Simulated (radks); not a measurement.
# Ionisation energy and size from Mg³⁺ to Ar³⁺

One table from this session's results is given with a row withheld; the runs are named, their logs left out.

Program: radks (a radial shooting solver on a logarithmic mesh, Libxc functionals) version 1. Level of theory: scalar-relativistic Kohn-Sham, SCAN, spin-polarised, spherical densities, finite nucleus; open shells are filled with parallel spins first. These are calculated values, not measurements, unless marked.

8 further runs of the same task are left out: 5 that didn't finish, 3 set aside as unsound or not needed.

## The system

| Item | Value |
| --- | --- |
| species | Mg³⁺, Al³⁺, Ar³⁺ |
| runs | 6, each species and its next ion |

Set-up of the first run:

The run's settings:

```text
Z 12
configuration [He] 2s2 2p5
relativity scalar-relativistic
functional scan,scan
spin polarised
nucleus finite rms 3.057 fm
c 137.035999084
```

Command:

```console
> python run_ks.py task.json out
```

All runs below come from this command, one after another.

Among the steps run: Mg³⁺, [He] 2s2 2p5.

One table of the session follows, with a row left open; its other results are not shown here.

Radial moments (bohr):

| level | <r> | outermost maximum (interpolated) | 90 % within |
| --- | --- | --- | --- |
| 1s up | 0.1306 | 0.0851 | 0.234 |
| 1s down | 0.1304 | 0.0851 | 0.233 |
| 2s up | 0.6669 | 0.535 | 1.05 |
| 2s down | ? | ? | ? |
| 2p up | 0.6358 | 0.464 | 1.06 |
| 2p down | 0.6453 | 0.468 | 1.08 |

Q: Estimate the row for 2s down from the others.

**Answer.** <r>: 0.6723; outermost maximum (interpolated): 0.538; 90 % within: 1.06. In the column «<r>» it is the highest.

To keep in mind: For Mg³⁺, Al³⁺ the highest level isn't the widest one, so −ε(HOMO) and <r> belong to different orbitals, and Δ-SCF follows the ion's typed configuration. Elements between those listed are not part of this session, or gave no valid solution. Open shells are spherical and high-spin; term and fine-structure splittings are not resolved.
